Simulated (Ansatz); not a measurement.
The system is NiMoIrPdW.

```xyz
5
Lattice="2.7608 0.0000 0.0000 -1.3804 2.3909 0.0000 0.0000 0.0000 11.3405" Properties=species:S:1:pos:R:3 pbc="T T T"
Ni    0.0000    0.0000    8.0423
Mo    1.3804    0.7970    3.3369
Pd    1.3804    0.7970   10.1952
Ir    0.0000    0.0000    1.2025
W     1.3804    0.7970    6.0015
```

The cell was built by a generator and needn't be a form met in nature.

| Item | Value |
| --- | --- |
| Program | Ansatz 0.2.0 |
| Task | relaxation of cell and atoms |
| Functional | r2SCAN |
| Potentials or basis | Ansatz PAW |
| Cutoff | 500 eV (not typed: the program's choice for these potentials) |
| k mesh | 8 × 8 × 2 |
| Occupations | fermi-dirac, width 0.05 eV |
| Spin | collinear spin, ferromagnetic start |
| Starting moments | [1.0, 1.0, 0.0, 0.6, 0.0] μB |

At the start: volume 14.97 Å³/atom.

Problem. How do energy, volume and symmetry change on relaxing?

Solution. It ends after 6 steps and the volume is 14.63 Å³/atom (-2.3 %); space group P3m1 (No. 156, to 0.05 Å); moment 0.00 μB per cell.

Step by step:
| step | energy change (eV) | largest force (eV/Å) | volume (Å³) |
| --- | --- | --- | --- |
| 1 | 0.0000 | 0.2550 | 74.86 |
| 2 | -0.0331 | 0.0518 | 73.32 |
| 3 | -0.0334 | 0.1413 | 73.08 |
| 4 | -0.0341 | 0.0071 | 73.15 |
| 5 | -0.0341 | 0.0047 | 73.16 |
| 6 | -0.0325 | 0.0048 | 73.16 |

Final structure:
```cif
data_structure
_symmetry_space_group_name_H-M 'P 1'
_symmetry_Int_Tables_number 1
_cell_length_a 2.7447
_cell_length_b 2.7447
_cell_length_c 11.2136
_cell_angle_alpha 90.000
_cell_angle_beta 90.000
_cell_angle_gamma 120.000
_cell_volume 73.16
loop_
_atom_site_label
_atom_site_type_symbol
_atom_site_fract_x
_atom_site_fract_y
_atom_site_fract_z
_atom_site_occupancy
Ni1 Ni 0.00000 0.00000 0.71030 1
Mo1 Mo 0.66667 0.33333 0.29550 1
Pd1 Pd 0.66667 0.33333 0.89766 1
Ir1 Ir 0.00000 0.00000 0.10400 1
W1 W 0.66667 0.33333 0.53022 1
```

Caveat: the magnetic or orbital state may not be the lowest; the plane-wave basis is chosen anew once the cell has moved, so the energies of steps on either side of that aren't comparable; the PAW data sets come from PBE, with cores solved anew for the run's functional, which leaves a small shift of forces and pressure; the starting moments weren't kept.
